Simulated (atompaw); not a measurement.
# Pseudopotential generation for platinum: PAW (atompaw), PBEsol

Aim: build the potential from the settings below, then test how well it stands in for the atom: scattering, ghost states and the plane-wave cutoff that it needs.

The numbers are computed with atompaw 4.2.0.5 (PBEsol, scalar-relativistic, spin-unpolarised reference atom).

### Step 1. Starting point

Typed settings, in words:

* element: platinum (Pt, Z = 78)
* type: PAW
* frozen core: [Xe]
* valence charge: 24
* reference configuration: 4f14 5d9 6s0.75 6p0.25
* partial waves: 6s (bound): rc 2.85 bohr; 6s channel at 0.65 Ry: rc 2.45 bohr; 6p (bound): rc 2.85 bohr; 6p channel at 0.55 Ry: rc 2.85 bohr; 5d (bound): rc 2.20 bohr; 5d channel at 0.05 Ry: rc 2.85 bohr; 4f (bound): rc 0.75 bohr; 4f channel at -1.9 Ry: rc 0.75 bohr
* local potential: troulliermartins scheme with l = 4 at 0 Ry, radius 2.60 bohr
* core correction: smooth core density matched at 2.75 bohr
* augmentation charge: sinc compensation charge, radius 2.80 bohr; PAW radius 2.85 bohr; waves and projectors: custom rrkj vanderbiltortho

The nodes and maxima of the atom's own shells, from an earlier all-electron run, set the scale for the radii.

All-electron outer shells of the reference configuration (PBEsol, scalar-relativistic, ld1.x):

| shell | level (eV) | outermost node (bohr) | outermost maximum (bohr) |
| --- | --- | --- | --- |
| 5s | -102.45 | 0.49 | 0.87 |
| 4f | -70.70 | – | 0.38 |
| 5p | -56.61 | 0.53 | 0.98 |
| 5d | -6.72 | 0.57 | 1.26 |
| 6s | -6.12 | 1.14 | 2.35 |
| 6p | -1.10 | 1.36 | 3.55 |

### Step 2. The generation run

Pt.input

```
Pt 78
GGA-PBESOL scalarrelativistic loggrid 2001 logderivrange -7 5 301
6 6 5 4 0 0
6 0 0.75
6 1 0.25
5 2 9
0 0 0
c
c
c
c
c
v
c
c
c
c
v
c
c
v
v
3
2.85 2.80 2.60 2.75
y
0.65
n
y
0.55
n
y
0.05
n
y
-1.9
n
custom rrkj vanderbiltortho sinc
4 0 troulliermartins
2.85
2.45
2.85
2.85
2.20
2.85
0.75
0.75
PWSCFOUT
UPFDX 0.0125d0 UPFXMIN -7.d0 UPFZMESH 78.d0
END
```

Command:

```sh
$ atompaw < Pt.input > Pt.log
```

What does the calculation give? Wanted: cutoffs for 10 and 1 mRy, occupied levels; bound ghosts; largest phase difference near zero energy, channels read; lowest eigenvalue of the overlap; share of valence orbitals outside the PAW sphere; UPF file.

**Answer**, as computed:

| quantity | value |
| --- | --- |
| cutoffs for 10 and 1 mRy, occupied levels | over 300 Ry and over 300 Ry |
| bound ghosts | none found |
| largest phase difference near zero energy, channels read | 0.004 rad |
| lowest eigenvalue of the overlap (Bessel basis) | 0.352 (d) |
| share of valence orbitals outside the PAW sphere | 6s 45 %, 6p 85 %, 5d 8 %, 4f 0 % |
| UPF file | written |

In words: It counts as very hard, with over 300 Ry needed at the looser tolerance. The slowest occupied level is 4f: taken alone it needs over 300 Ry to come within 1 mRy, against 21 Ry for 5d. No bound ghost shows below the valence levels. Near zero energy the phases of the channels with partial waves agree within 0.004 rad. The pseudo curves have a pole with no partner nearby in the atom's: s at 1.50 Ry. At positive energy that is a spurious or a displaced resonance. Note that the frozen 5p shell (-57 eV) lies higher than the valence 4f shell (-71 eV). These are tests on the free atom; a crystal test is still owed.
